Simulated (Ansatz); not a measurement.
GdO:

```
Gd O
1.0
     3.11330    0.00000    0.00000
    -1.55665    2.69620    0.00000
     0.00000    0.00000    3.03843
Gd O
1 1
Direct
  0.00000 0.00000 0.00000
  0.66667 0.33333 0.50000
```

The cell comes from a database or a generator and needn't be the stable form of this composition.

```yaml
Program: Ansatz 0.2.0
Task: relaxation of cell and atoms
Functional: B3LYP
Potentials_or_basis: Ansatz PAW
Cutoff: "420 eV (not typed: the program's choice for these potentials)"
k_mesh: 5 × 5 × 5
Occupations: fermi-dirac, width 0.05 eV
Spin: collinear spin, ferromagnetic start
Starting_moments: "[7.0, 0.0] μB"
```

At the start: volume 12.75 Å³/atom.

Problem. How do energy, volume and symmetry change on relaxing?

Solution. It ends after 9 steps and the volume is 15.63 Å³/atom (+22.5 %); space group P-6m2 (No. 187, to 0.05 Å); moment 7.79 μB per cell.

Step by step:
```csv
step,energy change (eV),largest force (eV/Å),volume (Å³)
1,0.0000,0.0000,25.50
2,-0.5999,0.0000,29.11
3,-0.6417,0.0000,30.56
4,-0.6420,0.0000,30.75
5,-0.6420,0.0000,30.75
6,-0.6867,0.0000,30.75
7,-0.6888,0.0000,31.19
8,-0.6887,0.0000,31.25
9,-0.6901,0.0000,31.25
```

Final structure:
```
Gd O
1.0
     3.34783    0.00000    0.00000
    -1.67392    2.89931    0.00000
     0.00000    0.00000    3.21984
Gd O
1 1
Cartesian
  0.0000 0.0000 0.0000
  1.6739 0.9664 1.6099
```

Caveat: the k mesh is coarse (spacing up to 0.47 Å⁻¹), so the values aren't converged, least of all with exact exchange; the magnetic or orbital state may not be the lowest; the electronic state changed during the relaxation; the volume moved by over 15 % at a fixed basis, so the end points are rough; the plane-wave basis is chosen anew once the cell has moved, so the energies of steps on either side of that aren't comparable; the pressure holds a Pulay correction of +0.4 GPa for the finite cutoff; a cell with one magnetic atom can't hold antiferromagnetic order, which such compounds often take; the PAW data sets come from PBE, with cores solved anew for the run's functional, which leaves a small shift of forces and pressure.
